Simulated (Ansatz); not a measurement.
**CH₅GaOSi: basis-set convergence**

How large a basis does CH₅GaOSi need? Two functionals are run in growing sets.

Program: Ansatz 0.2.0, Gaussian basis. Level of theory: one geometry, several basis sets. These are calculated values, not measurements.

Plan: PBE0-D4/def2-SVP; ωB97M-V/def2-SVP; PBE0-D4/def2-QZVPP; ωB97M-V/def2-QZVPP; the functionals' def2-TZVPP values are taken from earlier runs.

### Step 1. Structure used throughout

All runs share one geometry, relaxed beforehand with PBE0-D4 in a triple-zeta def2 set.

SMILES `O=[C]([SiH3])[GaH2]`, 9 atoms, charge 0, spin multiplicity 1.

Atoms are counted from 1 here; the program's logs count them from 0.

Bond lengths: O1–C2 1.221 Å, C2–Si3 1.921 Å, C2–Ga4 2.013 Å, Si3–H5 1.487 Å, Si3–H6 1.487 Å, Si3–H7 1.485 Å, Ga4–H8 1.565 Å, Ga4–H9 1.565 Å. Angles: O1–C2–Si3 124.1°, O1–C2–Ga4 99.8°, Si3–C2–Ga4 136.1°, C2–Si3–H5 106.1°, C2–Si3–H6 106.1°, C2–Si3–H7 113.4°, H5–Si3–H6 108.6°, H5–Si3–H7 111.1°, H6–Si3–H7 111.2°, C2–Ga4–H8 116.9°, C2–Ga4–H9 116.9°, H8–Ga4–H9 123.9°.

Geometry (Å):

```xyz
9

O     1.3246   -1.0808    0.4393
C     0.4069   -0.3344    0.1365
Si    0.6215    1.2762   -0.8885
Ga   -1.1270   -1.3131    0.9969
H    -0.2538    1.1260   -2.0814
H     0.0861    2.3774   -0.0446
H     2.0278    1.5407   -1.2858
H    -1.7409   -2.5106    0.1983
H    -1.3451   -1.0815    2.5292
```

### Step 2. PBE0-D4 in def2-SVP

Contents of in.yaml:

```yaml
crystal:
  periodic: [false, false, false]
  atoms:
    - {symbol: O, position_ang: [1.324617, -1.080765, 0.439284]}
    - {symbol: C, position_ang: [0.406857, -0.334435, 0.136548]}
    - {symbol: Si, position_ang: [0.621469, 1.276237, -0.888549]}
    - {symbol: Ga, position_ang: [-1.127043, -1.313098, 0.996923]}
    - {symbol: H, position_ang: [-0.253785, 1.125973, -2.081365]}
    - {symbol: H, position_ang: [0.086116, 2.377446, -0.044554]}
    - {symbol: H, position_ang: [2.027778, 1.540728, -1.285778]}
    - {symbol: H, position_ang: [-1.740866, -2.510606, 0.198291]}
    - {symbol: H, position_ang: [-1.345133, -1.081480, 2.529189]}
basis:
  gaussian: {orbitals: def2-SVP}
hamiltonian: {xc: pbe0, dispersion: d4}
output: {orbitals: {seedname: orbitals}}
```

Run with:

```console
ansatz run in.yaml --threads 4 --pin off --events-out ev --progress --plain --max-ram 10444MiB
```

The runs that follow: ωB97M-V in def2-SVP; PBE0-D4 in def2-QZVPP; ωB97M-V in def2-QZVPP.

Before running them: what should the planned runs give, taken together? Wanted: PBE0-D4: double and triple zeta above quadruple; ωB97M-V: double and triple zeta above quadruple.

**Answer**, as computed:

| quantity | value |
| --- | --- |
| PBE0-D4: double and triple zeta above quadruple | 14.75, 1.63 eV |
| ωB97M-V: double and triple zeta above quadruple | 14.82, 1.57 eV |

**Reading.** PBE0-D4 gains 13.12 eV from double to triple zeta, then 1.63 eV more. Total energies overstate the basis error of differences, where much of it tends to cancel.
